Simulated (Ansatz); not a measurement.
# H2HfSi: the cost of one run

Program: Ansatz 0.2.0, Gaussian basis. Level of theory: the settings change from run to run. These are calculated values, not measurements.

26 further runs of the same task are left out: 7 that didn't finish, 19 set aside as unsound or not needed. Runs told in other sessions of the task aren't counted.

### 1 The geometry

The geometry is a PBE0/def2-TZVP stationary point (not a proven minimum) with its atoms shifted at random (size 0.040 Å). No spin-orbit coupling is included. Elements past krypton take def2 core potentials.

4 atoms, charge 0, spin multiplicity 3.

Atoms are counted from 1 here; the program's logs count them from 0.

Bond lengths: Hf1–Si2 2.585 Å, Si2–H3 1.468 Å, Si2–H4 1.527 Å. Angles: Hf1–Si2–H3 124.5°, Hf1–Si2–H4 120.9°, H3–Si2–H4 100.7°.

Coordinates:

```
Hf   -0.0066    0.0021    0.3808
Si    0.0718   -0.0141   -2.2027
H    -0.3612   -1.1380   -3.0413
H    -0.4640    1.1657   -3.0115
```

### 2 CCSD(T) on ROHF/def2-SVP

in.yaml reads:

```yaml
crystal:
  periodic: [false, false, false]
  atoms:
    - {symbol: Hf, position_ang: [-0.006638, 0.002060, 0.380779]}
    - {symbol: Si, position_ang: [0.071802, -0.014082, -2.202713]}
    - {symbol: H, position_ang: [-0.361188, -1.138025, -3.041338]}
    - {symbol: H, position_ang: [-0.463965, 1.165667, -3.011536]}
basis:
  gaussian: {orbitals: def2-SVP}
magnetization: {spin_polarized: false, initial_magnetization: 2}
correlation: {method: ccsd_t, electrons: outside_noble_gas, diis_vectors: 4}
accuracy: high
scf: {lower_state_search: off}
```

Command:

```bash
> ansatz run in.yaml --threads 1 --pin off --events-out ev --progress --plain --max-ram 2393MiB
```

Q: Estimate wall time and peak memory on 1 thread of Arm Neoverse V1, shared host.

About 24 s, with a peak of 0.3 GiB.
